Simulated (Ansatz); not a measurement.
I need a scan of the Hubbard U of BaOsO₃, space group Pm-3m. Use the Python package of Ansatz (0.2.0). Level of theory (first run): PBEsol, PAW, cutoff 550 eV, 6×6×6 k-points, Fermi-Dirac smearing of 0.15 eV.

```
CELL_PARAMETERS angstrom
4.06423 0.00000 0.00000
0.00000 4.06423 0.00000
0.00000 0.00000 4.06423
ATOMIC_POSITIONS crystal
Ba 0.00000 0.00000 0.00000
Os 0.50000 0.50000 0.50000
O 0.00000 0.50000 0.50000
O 0.50000 0.00000 0.50000
O 0.50000 0.50000 0.00000
```

`plus_u.py`
```python
'''How the states of BaOsO3 follow the Hubbard U.'''

import ansatz
import numpy as np
from tabulate import tabulate


def count_gap(report):
    # lowest empty less highest filled band, counting bands; zero where they overlap
    return max(report.get('gap_by_band_count_ev') or 0.0, 0.0)

vectors = np.array([
    [4.06423, 0.0, 0.0],
    [0.0, 4.06423, 0.0],
    [0.0, 0.0, 4.06423],
])
system = (
    ansatz.Lattice.of(vectors)
    .atom('Ba', (0.0, 0.0, 0.0))
    .atom('Os', (0.5, 0.5, 0.5))
    .atom('O', (0.0, 0.5, 0.5))
    .atom('O', (0.5, 0.0, 0.5))
    .atom('O', (0.5, 0.5, 0.0))
)

setup = (
    system.calculation()
    .functional('pbesol')
    .basis(550)
    .kpoints(length=24)
    .occupations(ansatz.OccupationsMethod.FERMI_DIRAC, width=0.15)
    .scf(tolerance=1e-09)
    .band_table()
)
rows = []
for u in [1.0, 3.0, 5.0, 7.0]:
    report = setup.hubbard('Os', 'd', u_eff=u).run().report
    shell = report['hubbard']['n_scf']
    rows.append((u, count_gap(report), sum(shell) / len(shell), report['n_iterations']))
print(tabulate(rows, headers=['U_eff eV', 'gap by band count eV', 'Os d occupation (projector)', 'iterations'], floatfmt='.4f', tablefmt='plain'))
```

Output of `python plus_u.py`:
```text
  U_eff eV    gap by band count eV    Os d occupation (projector)    iterations
    1.0000                  0.0000                         6.2354            10
    3.0000                  0.0000                         6.2607            10
    5.0000                  0.0000                         6.2874            10
    7.0000                  0.0000                         6.3144            10
```

Spin is left out of this run. For a metal this k-point mesh is coarse: on a finer one energies can move by several to tens of meV an atom and pressures by half a GPa or more, differences at one mesh by less. A gap by band count of zero or less means overlapping bands, a metal. A Hubbard U without spin forces both spins into the same orbitals, which can open a gap or pick a state that a spin-polarised run wouldn't. The structure comes from a database of computed cells and needn't be a stable or known phase. Gaps and levels are Kohn-Sham values on a finite set of k-points, without spin-orbit coupling. Shell occupations and the effect of U depend on the projectors; a run with no .spin step is spin-unpolarised, and each U may end in a state that isn't the lowest. Hardware and time: 28 s on 1 thread of Intel(R) Xeon(R) Platinum 8259CL CPU @ 2.50GHz (Skylake/Cascade Lake), with other jobs on the host, peak memory 0.49 GiB.

(A comment or docstring line of the script was reworded after the run, the code is as it ran.)
